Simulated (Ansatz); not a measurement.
# Cu2O with a defect (Be on a Cu site): a single-point run

Aim: the field gradients at the nuclei of Cu2O with a defect (Be on a Cu site), from a sound single-point run.

The COD entry's cell or inner coordinates are ideal or old and differ from later refinements, so a difference from it is no clean test against experiment.

Computed with Ansatz 0.2.0 (DFT, PBE, plane-wave PAW, default files, scalar-relativistic, unless a step's input says otherwise).

## (1) Starting point

It takes space group R-3m (No. 166, trigonal). Conventional cell: a = 12.049 Å, b = 12.049 Å, c = 7.379 Å, α = 90.00°, β = 90.00°, γ = 120.00°. Around Be (site symmetry -3m) lie 2 O at 1.84 Å. Cu (site symmetry 2/m) is surrounded by 2 O at 1.84 Å. Cu (site symmetry m) is surrounded by 2 O at 1.84 Å. Around Cu (site symmetry 2) lie 2 O at 1.84 Å. Around O (site symmetry 3m) lie 1 Be at 1.84 Å and 3 Cu at 1.84 Å. O (site symmetry m) has 4 Cu at 1.84 Å as nearest neighbours.

The input asks for a charge of +1 e on the cell.

Structure file:

```cif
data_structure
_symmetry_space_group_name_H-M 'R-3m:H'
_symmetry_Int_Tables_number 166
_cell_length_a 12.0491
_cell_length_b 12.0491
_cell_length_c 7.3785
_cell_angle_alpha 90.000
_cell_angle_beta 90.000
_cell_angle_gamma 120.000
_cell_volume 927.71
loop_
_atom_site_label
_atom_site_type_symbol
_atom_site_symmetry_multiplicity
_atom_site_Wyckoff_symbol
_atom_site_fract_x
_atom_site_fract_y
_atom_site_fract_z
_atom_site_occupancy
Be1 Be 3 a 0.00000 0.00000 0.00000 1
Cu1 Cu 9 e 0.66667 0.83333 0.33333 1
Cu2 Cu 18 h 0.91667 0.08333 0.33333 1
Cu3 Cu 18 f 0.25000 0.25000 0.00000 1
O1 O 6 c 0.00000 0.00000 0.75000 1
O2 O 18 h 0.66667 0.83333 0.08333 1
```

## (2) Running it

Contents of input.yaml:

```yaml
crystal:
  lattice:
    - [-4.26, 4.26, 4.26]
    - [4.26, -4.26, 4.26]
    - [4.26, 4.26, -4.26]
  atoms:
    - { symbol: Be, position: [0.25, 0.25, 0.25] }
    - { symbol: Cu, position: [0.75, 0.75, 0.25] }
    - { symbol: Cu, position: [0.75, 0.25, 0.75] }
    - { symbol: Cu, position: [0.25, 0.75, 0.75] }
    - { symbol: Cu, position: [0.75, 0.5, 0.5] }
    - { symbol: Cu, position: [0.25, 0.0, 0.5] }
    - { symbol: Cu, position: [0.25, 0.5, 0.0] }
    - { symbol: Cu, position: [0.75, 0.0, 0.0] }
    - { symbol: Cu, position: [0.5, 0.5, 0.75] }
    - { symbol: Cu, position: [0.0, 0.0, 0.75] }
    - { symbol: Cu, position: [0.0, 0.5, 0.25] }
    - { symbol: Cu, position: [0.5, 0.0, 0.25] }
    - { symbol: Cu, position: [0.5, 0.75, 0.5] }
    - { symbol: Cu, position: [0.0, 0.25, 0.5] }
    - { symbol: Cu, position: [0.0, 0.75, 0.0] }
    - { symbol: Cu, position: [0.5, 0.25, 0.0] }
    - { symbol: O, position: [0.0, 0.0, 0.0] }
    - { symbol: O, position: [0.5, 0.5, 0.0] }
    - { symbol: O, position: [0.5, 0.0, 0.5] }
    - { symbol: O, position: [0.0, 0.5, 0.5] }
    - { symbol: O, position: [0.5, 0.5, 0.5] }
    - { symbol: O, position: [0.0, 0.0, 0.5] }
    - { symbol: O, position: [0.0, 0.5, 0.0] }
    - { symbol: O, position: [0.5, 0.0, 0.0] }
total_charge: 1
kpoints:
  mp_grid: { grid: [1, 1, 1] }
scf:
  occupations: { method: fermi_dirac, width: 0.01 }
  max_iter: 50
hamiltonian:
  xc: pbe
  pseudopotentials: { kind: paw }
output:
  forces: true
  stress: true
  populations: true
  efg:
    quadrupole_moments_barn: { Be: 0.05288, Cu: -0.22, O: -0.02558 }
    contact_densities: true
```

Launch:

```sh
$ ansatz run input.yaml --threads 1 --pin off --max-ram 3072MiB --backend cpu --events-out ev --progress --plain --runs-dir out
```

What happens when this is run?

The program finished normally. It gives a largest force of 3.2 eV/Å, which is large; a structure far from rest gives such values too, whatever the setting.

Look at the input: kpoints.mp_grid.grid is [1, 1, 1]. Band dispersion is ignored when only one k-point is used.

To check: set kpoints.mp_grid.grid to [3, 3, 3].
